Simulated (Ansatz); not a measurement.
**Hf2SnC: further runs on the relaxed cell**

The task here is to estimate one member of a computed series from the others.

Method: DFT r2SCAN, scalar-relativistic, plane waves, PAW, in Ansatz 0.2.0.

## The structure to begin with

It takes space group P6_3/mmc (No. 194, hexagonal). The conventional cell has a = 3.336 Å, b = 3.336 Å, c = 14.380 Å, α = 90.00°, β = 90.00°, γ = 120.00°. Around Hf (site symmetry 3m) lie 3 C at 2.28 Å. Sn (site symmetry -6m2) is surrounded by 6 Hf at 3.06 Å and 6 Sn at 3.34 Å. C (site symmetry -3m) is surrounded by 6 Hf at 2.28 Å.

As a file:

```
Hf Sn C
1.0
     3.33601    0.00000    0.00000
    -1.66800    2.88907    0.00000
     0.00000    0.00000   14.38010
Hf Sn C
4 2 2
Direct
  0.33333 0.66667 0.08492
  0.66667 0.33333 0.58492
  0.66667 0.33333 0.91508
  0.33333 0.66667 0.41508
  0.33333 0.66667 0.75000
  0.66667 0.33333 0.25000
  0.00000 0.00000 0.00000
  0.00000 0.00000 0.50000
```

It goes back to an entry of the Materials Project, which need not be the stable form.

This cell was relaxed beforehand with the same method: volume 17.32 Å³/atom, gap on the mesh none (metal).

The first run:

File input.yaml:

```yaml
crystal:
  lattice:
    - [3.3023057961, 0.0, 0.0]
    - [-1.651152898, 2.8598807105, 0.0]
    - [0.0, 0.0, 14.2348332113]
  atoms:
    - { symbol: Hf, position: [0.3333333333, 0.6666666667, 0.0849212159] }
    - { symbol: Hf, position: [0.6666666667, 0.3333333333, 0.5849212159] }
    - { symbol: Hf, position: [0.6666666667, 0.3333333333, 0.9150787841] }
    - { symbol: Hf, position: [0.3333333333, 0.6666666667, 0.4150787841] }
    - { symbol: Sn, position: [0.3333333333, 0.6666666667, 0.75] }
    - { symbol: Sn, position: [0.6666666667, 0.3333333333, 0.25] }
    - { symbol: C, position: [0.0, 0.0, 0.0] }
    - { symbol: C, position: [0.0, 0.0, 0.5] }
basis:
  ecutwfc: 500
kpoints:
  mp_grid: { grid: [12, 12, 4] }
hamiltonian:
  xc: r2scan
scf:
  occupations: { method: gaussian, width: 0.1 }
output:
  forces: true
  stress: true
  eigenvalues: true
relax:
  adjacent_minimum: "off"
  f_tol: 0.01
  max_steps: 30
  cell: { stress_tol: 0.1, fix: [volume] }
```

The run is started by

```sh
$ ansatz run input.yaml --threads 4 --pin off --max-ram 10240MiB --backend cpu --events-out ev --progress --plain --runs-dir out
```

Steps of the session up to this table: Volume × 0.97; Volume × 1.03; Volume × 0.94; Volume × 1.06; Volume × 0.91; Point at V/V0 = 1.10; Volume × 0.88.

One table of the session follows, with a row left open; its other results are not shown here.

It belongs to the step «Fit of the equation of state». 

| volume (Å³/atom) | energy above the lowest point (meV/atom) | pressure (GPa) |
| --- | --- | --- |
| 15.245 | 143.2 | 24.78 |
| 15.765 | 76.0 | 16.96 |
| 16.285 | 32.1 | 10.40 |
| 16.805 | 7.7 | 4.79 |
| 17.324 | 0.0 | 0.00 |
| 17.844 | ? | ? |
| 18.364 | 26.0 | -7.56 |
| 19.057 | 67.2 | -11.30 |

**Question.** Estimate the row for volume (Å³/atom) = 17.844.

Worked estimate for «energy above the lowest point (meV/atom)». A straight line through the neighbours (17.324, 0.0) and (18.364, 26.0) gives 0.0 + (26.0 − 0.0) × (17.844 − 17.324) / (18.364 − 17.324) = 13.0; a parabola fitted to 4 rows on both sides gives 7.1.

**Answer.** energy above the lowest point (meV/atom): 6.9; pressure (GPa): -4.10. In «energy above the lowest point (meV/atom)» the line misses by +6.1 and the parabola by +0.2.
